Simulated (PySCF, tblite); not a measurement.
# C₄H₉GeO radical: geometry, infrared bands and EPR parameters

What infrared bands and EPR parameters should C₄H₉GeO radical (`C=[C][GeH2][O]CC`) show?

The runs use tblite 0.8.0 and PySCF 2.14.0, with density-fitted response routines of our own; the level of theory stands in each step. All values are computed, except where a source is named. Atoms count from 0, in the outputs and in this text.

## Step 1: Starting geometry

15 atoms, charge 0, multiplicity 2; geometry from: force field or distance geometry start.

Bonds of the start (Å): C0–C1 1.34, C1–Ge2 1.93, Ge2–O3 1.81, O3–C4 1.39, C4–C5 1.53, C0–H6 1.08, C0–H7 1.08, Ge2–H8 1.55, Ge2–H9 1.54, C4–H10 1.12, C4–H11 1.11, C5–H12 1.10, C5–H13 1.11, C5–H14 1.10.

## Step 2: Relaxing the molecule with GFN2-xTB

Job settings and geometry (Å):

```
{"job": {"kind": "relax", "xc": "GFN2-xTB", "basis": "xTB"}, "charge": 0, "multiplicity": 2}
C      2.799200    -0.065600    -0.908600
C      2.149600     0.944400    -0.316100
Ge     0.976400     0.609400     1.175300
O     -0.336800    -0.516600     0.658800
C     -1.231700     0.179400    -0.148700
C     -2.342200    -0.759100    -0.612300
H      3.455500     0.147700    -1.742900
H      2.658800    -1.082900    -0.573700
H      0.361100     1.949900     1.658300
H      1.768000    -0.023800     2.338200
H     -0.715700     0.567100    -1.064600
H     -1.701700     1.021500     0.402700
H     -3.056100    -0.210100    -1.251200
H     -2.880800    -1.155200     0.269100
H     -1.908100    -1.598200    -1.179600
```

Launch:

```bash
$ OMP_NUM_THREADS=1 python probes_run.py task.json out
```

This one command runs all jobs of the session in turn.

**Question.** This job is followed by: GFN2-xTB harmonic vibrations, gas phase; UKS B3LYP, def2-TZVP-core on Ge, pcH-1 on C H O, non-relativistic, mean-field spin-orbit, GIAO. Predict these results of the whole session: strongest single infrared mode (GFN2-xTB); zero-point energy (GFN2-xTB); g(iso) (B3LYP); ⟨S²⟩; largest a(iso) (averaged by class); potential on the surface of density 0.002 e/bohr³, 1st and 99th percentile.

The runs gave:

| quantity | value |
| --- | --- |
| strongest single infrared mode (GFN2-xTB) | 1931 cm⁻¹, 481 km/mol |
| zero-point energy (GFN2-xTB) | 68.9 kcal/mol |
| g(iso) (B3LYP) | 2.00182 |
| ⟨S²⟩ | 0.759 (exact 0.75) |
| largest a(iso) (averaged by class) | 1H on H7, 188.1 MHz |
| potential on the surface of density 0.002 e/bohr³, 1st and 99th percentile | -1.35 V and 1.12 V |

What this shows: Relaxing lowered the energy by 0.456 eV in 93 steps; the close pair that moved most is Ge2–O3, from 1.805 to 1.750 Å. All 39 modes are real, so the xTB geometry is a minimum. The strongest single mode, at 1931 cm⁻¹, moves mainly H9. GFN2-xTB is a fitted tight-binding method: band positions and strengths are rough. Its intensities can rank the bands wrongly. Most of the unpaired spin sits on C1 (0.96 e). The isotropic g lies 0.5 ppt below the free-electron value. The hyperfine terms hold no scalar relativity, which the heavier nuclei need. These values are for one conformer; the search (at its own cheap level) found 2 more, at 0.54, 1.07 kcal/mol, and measured spectra average over such forms.
